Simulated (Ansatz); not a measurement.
# YTe: the cost of one run

Program: Ansatz 0.2.0. Level of theory: DFT PBEsol, with the methods named in each step. These are calculated values, not measurements.

The COD entry's cell or inner coordinates are ideal or old and differ from later refinements, so a difference from it is no clean test against experiment.

## 1. The structure to begin with

It takes space group Fm-3m (No. 225, cubic). Conventional cell: a = 6.080 Å, b = 6.080 Å, c = 6.080 Å, α = 90.00°, β = 90.00°, γ = 90.00°. Around Y (site symmetry m-3m) lie 6 Te at 3.04 Å. Te (site symmetry m-3m) is surrounded by 6 Y at 3.04 Å.

Structure file:

```xyz
2
Lattice="0.0000 3.0400 3.0400 3.0400 0.0000 3.0400 3.0400 3.0400 0.0000" Properties=species:S:1:pos:R:3 pbc="T T T"
Y     3.0400    3.0400    3.0400
Te    0.0000    0.0000    0.0000
```

Atoms are numbered in the order of the input: Y1, Te2.

## 2. Cell and atoms relaxed, PAW

input.yaml reads:

```yaml
crystal:
  lattice:
    - [0.0, 3.04, 3.04]
    - [3.04, 0.0, 3.04]
    - [3.04, 3.04, 0.0]
  atoms:
    - { symbol: "Y", position: [0.5, 0.5, 0.5] }
    - { symbol: Te, position: [0.0, 0.0, 0.0] }
kpoints:
  mp_grid: { grid: [12, 12, 12] }
scf:
  occupations: { method: fermi_dirac, width: 0.05 }
hamiltonian:
  xc: pbesol
  pseudopotentials: { kind: paw }
output:
  forces: true
  stress: true
relax:
  f_tol: 0.005
  max_steps: 50
  cell: {}
```

The run is started by

```bash
ansatz run input.yaml --threads 1 --pin off --max-ram 2048MiB --backend cpu --events-out ev --progress --plain --runs-dir out
```

Q: Estimate wall time and peak memory on 1 thread of Arm Neoverse V1, shared host.

About 9.4 s, with a peak of 0.38 GiB.
